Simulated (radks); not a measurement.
# Taking charge from the 6s level of Dy⁺ in fractions

What happens to E and to the 6s eigenvalue of Dy⁺ when a fraction of an electron is removed? The exact functional would give straight lines between whole numbers for a frontier level.

Method: scalar-relativistic Kohn-Sham, PBE, spin-polarised, spherical densities, point nucleus; open shells are filled with parallel spins first. Code: radks (a radial shooting solver on a logarithmic mesh, Libxc functionals) version 1.

## Step 1: The atom as given

```
element       : dysprosium (Z = 66)
charge        : +1
electrons     : 65
configuration : [Xe] 4f10 6s(up 1, down 0)
```

A shell typed twice in an input gives spin up, then spin down.

## Step 2: Start: [Xe] 4f10 6s(up 1, down 0)

The run's settings:

```text
Z 66
configuration [Xe] 4f10 6s1 6s0
relativity scalar-relativistic
functional pbe,pbe
spin polarised
nucleus point
c 137.035999084
```

## Step 3: 0.125 electron removed from 6s

The run's settings:

```text
Z 66
configuration [Xe] 4f10 6s0.875 6s0
relativity scalar-relativistic
functional pbe,pbe
spin polarised
nucleus point
c 137.035999084
```

## Step 4: 0.25 electron removed from 6s

The run's settings:

```text
Z 66
configuration [Xe] 4f10 6s0.75 6s0
relativity scalar-relativistic
functional pbe,pbe
spin polarised
nucleus point
c 137.035999084
```

## Step 5: 0.375 electron removed from 6s

The run's settings:

```text
Z 66
configuration [Xe] 4f10 6s0.625 6s0
relativity scalar-relativistic
functional pbe,pbe
spin polarised
nucleus point
c 137.035999084
```

## Step 6: 0.5 electron removed from 6s

The run's settings:

```text
Z 66
configuration [Xe] 4f10 6s0.5 6s0
relativity scalar-relativistic
functional pbe,pbe
spin polarised
nucleus point
c 137.035999084
```

## Step 7: 0.625 electron removed from 6s

The run's settings:

```text
Z 66
configuration [Xe] 4f10 6s0.375 6s0
relativity scalar-relativistic
functional pbe,pbe
spin polarised
nucleus point
c 137.035999084
```

## Step 8: 0.75 electron removed from 6s

The run's settings:

```text
Z 66
configuration [Xe] 4f10 6s0.25 6s0
relativity scalar-relativistic
functional pbe,pbe
spin polarised
nucleus point
c 137.035999084
```

## Step 9: 0.875 electron removed from 6s

The run's settings:

```text
Z 66
configuration [Xe] 4f10 6s0.125 6s0
relativity scalar-relativistic
functional pbe,pbe
spin polarised
nucleus point
c 137.035999084
```

## Step 10: 1 electron removed from 6s

The run's settings:

```text
Z 66
configuration [Xe] 4f10 6s0 6s0
relativity scalar-relativistic
functional pbe,pbe
spin polarised
nucleus point
c 137.035999084
```

What does the calculation give? Wanted: for each run, removed; E − E(0); eigenvalue; E minus straight line.

As calculated:

```
removed (e)  E − E(0) (eV)  eigenvalue (eV)  E minus straight line (eV)
          0          0.000           -9.227                       0.000
      0.125          1.194           -9.885                      -0.296
       0.25          2.471          -10.549                      -0.510
      0.375          3.831          -11.221                      -0.641
        0.5          5.275          -11.902                      -0.687
      0.625          6.805          -12.596                      -0.647
       0.75          8.423          -13.306                      -0.519
      0.875         10.131          -14.023                      -0.302
          1         11.924          -14.612                       0.000
```

**Reading.** Removing the whole electron costs 11.924 eV, against 9.227 eV from minus the starting eigenvalue. Slater's transition state, half an electron removed, gives 11.902 eV. The trapezoid integral of minus the eigenvalue gives 11.925 eV over the range, against 11.924 eV from the energies (Janak's theorem; approximate here, since the scalar-relativistic density holds large components alone). The eigenvalue moves by 5.38 eV per electron. E bends below the straight line by 0.69 eV at 0.5 electron removed. NIST lists 11.65 eV (semi-empirical) for the ionisation energy of Dy⁺.
